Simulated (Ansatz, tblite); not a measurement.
# The cluster Al₁₂P₁₀F₆: a ladder of methods and basis sets

An exercise on one series of results from a longer session: the logs are not shown, and one member is left open.

Program: Ansatz 0.2.0, Gaussian basis. Level of theory: as each input shows. These are calculated values, not measurements.

The runs, in order: GFN1-xTB, GFN2-xTB, PBE-D4/def2-SVP, r2SCAN-D4/def2-SVP, r2SCANh-D4/def2-SVP, CAM-B3LYP-D4/def2-SVP, LDA/def2-SVP, PBE+5HF/def2-SVP, PBE+10HF/def2-SVP, PBE+15HF/def2-SVP, PBE+35HF/def2-SVP, PBE+50HF/def2-SVP, r2SCAN-D4/def2-mTZVP, MP2/def2-SVP, RPA/def2-SVP.

## The relaxed structure

The geometry is that of the singlet, from an earlier relaxation (PBE-D4/def2-SVP).

28 atoms, charge 0, spin multiplicity 1.

Bond lengths: P1–Al13 2.447 Å, P1–Al14 2.365 Å, P1–Al15 2.340 Å, P2–Al11 2.305 Å, P2–Al16 2.363 Å, P2–Al17 2.363 Å, P3–Al13 2.483 Å, P3–Al16 2.276 Å, P3–Al18 2.392 Å, P4–Al11 2.595 Å, P4–Al12 2.361 Å, P4–Al13 2.599 Å, P4–Al16 2.345 Å, P4–Al19 2.480 Å, P5–Al11 2.368 Å, P5–Al12 2.440 Å, P5–Al19 2.382 Å, P5–Al20 2.385 Å and more. Angles: Al13–P1–Al14 100.1°, Al13–P1–Al15 69.2°, Al14–P1–Al15 75.0°, Al11–P2–Al16 74.3°, Al11–P2–Al17 87.0°, Al16–P2–Al17 81.7°, Al13–P3–Al16 88.1°, Al13–P3–Al18 69.4°, Al16–P3–Al18 80.9°, Al11–P4–Al12 63.1°, Al11–P4–Al13 149.8°, Al11–P4–Al16 69.4°, Al11–P4–Al19 74.5°, Al12–P4–Al13 145.3°, Al12–P4–Al16 130.6°, Al12–P4–Al19 83.3°, Al13–P4–Al16 84.0°, Al13–P4–Al19 95.6° and more.

PBE0-D4/def2-SVP was run before; its log isn't repeated, and its numbers join the tables.

Set-up of the first run:

Tight binding, by tblite at 300 K electronic temperature and without a spin-polarisation term:

```python
tblite.interface.Calculator('GFN1-xTB', numbers, positions, charge=0, uhf=0).singlepoint()
```

Tight binding, by tblite at 300 K electronic temperature and without a spin-polarisation term:

```python
tblite.interface.Calculator('GFN2-xTB', numbers, positions, charge=0, uhf=0).singlepoint()
```

start.molden holds the orbitals of an earlier run on this state, given as this run's starting guess.

Input file in.yaml:

```yaml
crystal:
  periodic: [false, false, false]
  atoms:
    - {symbol: P, position_ang: [1.018104, -3.870819, 0.000019]}
    - {symbol: P, position_ang: [-2.417763, 1.607421, -3.630277]}
    - {symbol: P, position_ang: [0.160489, -1.917841, -4.425087]}
    - {symbol: P, position_ang: [-0.970102, -1.053474, -1.190541]}
    - {symbol: P, position_ang: [-0.971187, 1.922654, 0.506647]}
    - {symbol: P, position_ang: [2.101067, -0.316639, 0.946860]}
    - {symbol: P, position_ang: [1.726950, 1.700804, -2.532481]}
    - {symbol: P, position_ang: [-1.886570, -1.910470, 2.343997]}
    - {symbol: P, position_ang: [0.477928, 1.150919, 4.296026]}
    - {symbol: P, position_ang: [3.057798, -2.183984, -2.538906]}
    - {symbol: Al, position_ang: [-2.228315, 1.208536, -1.368476]}
    - {symbol: Al, position_ang: [-2.024546, -0.262077, 0.768533]}
    - {symbol: Al, position_ang: [0.737054, -2.756874, -2.159982]}
    - {symbol: Al, position_ang: [0.385867, -2.117319, 1.455724]}
    - {symbol: Al, position_ang: [2.645854, -2.216905, -0.299393]}
    - {symbol: Al, position_ang: [-1.269027, -0.449007, -3.436393]}
    - {symbol: Al, position_ang: [-0.213855, 2.453930, -3.540615]}
    - {symbol: Al, position_ang: [1.759271, -0.478951, -3.377976]}
    - {symbol: Al, position_ang: [0.711612, 0.683497, -0.637403]}
    - {symbol: Al, position_ang: [-0.885262, 2.446467, 2.831436]}
    - {symbol: Al, position_ang: [1.946027, -0.370456, 3.280740]}
    - {symbol: Al, position_ang: [-1.252834, -0.138720, 3.625819]}
    - {symbol: F, position_ang: [-3.503695, 0.391513, -0.262293]}
    - {symbol: F, position_ang: [1.195192, -2.091855, 3.173614]}
    - {symbol: F, position_ang: [-0.057619, 3.835668, -4.486960]}
    - {symbol: F, position_ang: [-1.254911, 4.028217, 3.246255]}
    - {symbol: F, position_ang: [3.385967, -0.625076, 4.110937]}
    - {symbol: F, position_ang: [-2.373506, 1.330852, 3.300173]}
basis:
  gaussian: {orbitals: def2-SVP, fitting: {mean_field: def2-universal-jkfit}, initial_orbitals: start.molden}
hamiltonian: {xc: pbe, dispersion: d4}
scf: {omitted_lower_state_checks: [starts]}
output: {forces: true, orbitals: {seedname: orbitals}}
```

Launch:

```sh
> ansatz run in.yaml --threads 2 --pin off --events-out ev --progress --plain --max-ram 32768MiB --backend cuda --devices 0, --max-vram 18GiB
```

Steps of the session up to this table: PBE-D4/def2-SVP; r2SCAN-D4/def2-SVP; r2SCANh-D4/def2-SVP; CAM-B3LYP-D4/def2-SVP; LDA/def2-SVP; PBE+5HF/def2-SVP; PBE+10HF/def2-SVP; PBE+15HF/def2-SVP; PBE+35HF/def2-SVP; PBE+50HF/def2-SVP; r2SCAN-D4/def2-mTZVP; MP2/def2-SVP; RPA/def2-SVP.

One of the session's tables, all rows but one given; the rest of the session is left out.

It belongs to the step «Binding energy». 

| level | binding an atom (eV) |
| --- | --- |
| HF/def2-SVP | 2.485 |
| LDA/def2-SVP | 4.579 |
| PBE-D4/def2-SVP | ? |
| r2SCAN-D4/def2-SVP | 3.979 |
| r2SCAN-D4/def2-mTZVP | 3.853 |
| r2SCANh-D4/def2-SVP | 3.935 |
| PBE0-D4/def2-SVP | 3.959 |
| CAM-B3LYP-D4/def2-SVP | 3.810 |
| RPA/def2-SVP | 3.302 |
| MP2/def2-SVP | 3.684 |

Estimate the missing values for PBE-D4/def2-SVP.

The run gave: binding an atom (eV): 4.070. In the column «binding an atom (eV)» it lies between r2SCAN-D4/def2-SVP (3.979) and LDA/def2-SVP (4.579).

Limits of these values: Free atoms were run apart at each level; binding is atoms less cluster, divided by the number of atoms, without zero-point or spin-orbit terms.
